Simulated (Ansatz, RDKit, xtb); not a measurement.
**C6H6Si: which of the isomers drawn lies lowest?**

A sample of isomers of C6H6Si is drawn. Aim: find which of them has the lowest free energy at 298.15 K, then its properties. The sample is small against all isomers, and the most stable one of this formula need not be in it.

The funnel: GFN2-xTB relaxations, single points with a density functional, relaxations at r2SCAN-D4/def2-SVP, harmonic vibrations (at GFN2-xTB), and a last energy at a higher level. All values are calculated.

**1. Possible bonding patterns**

Isomers were taken from a list of plausible structures; this is a sample, not all of them. That gives 5 candidates.

| label | SMILES | spin |
| --- | --- | --- |
| c040 | C#C[SiH]1C=CC=C1 | singlet |
| c473 | C#CC1=C[SiH2]C=C1 | singlet |
| c519 | C#C[Si]1(C#C)CC1 | singlet |
| c592 | C#CC#C[SiH2]C=C | singlet |
| c930 | C#CC1=CC=C[SiH2]1 | singlet |

Candidates are built by distance geometry, with a force field where one applies, in up to four conformers (letters a to d).

**Question.** With final energies at CCSD(T)/def2-SVP + MP2/def2-TZVPP - MP2/def2-SVP, which structure will this search put lowest in free energy, and by what margin?

| quantity | value |
| --- | --- |
| lowest structure found | C#C[SiH]1C=CC=C1, singlet |
| next finalist | C#CC1=CC=C[SiH2]1, singlet, 7.4 kcal/mol higher in G |
| share at equilibrium, among the finalists | 100.0 % |

The search ends on `C#C[SiH]1C=CC=C1`. The margin of 7.4 kcal/mol over the next finalist is beyond the usual error of the last level; it says nothing of structures that weren't ranked. HF/STO-3G, r2SCAN-D4/def2-SVP, r2SCAN-D4/def2-SVP, relaxed, HF/def2-SVP and MP2/def2-SVP already put its bonding pattern lowest among the structures in one piece; GFN2-xTB favours the singlet C#CC1=CC=C[SiH2]1. The search is not exhaustive (a finite list of starts, one conformer a finalist), so a lower isomer can't be ruled out. Only 5 drawn patterns were tried, so whole families of isomers are missing, and the result ranks this sample alone.
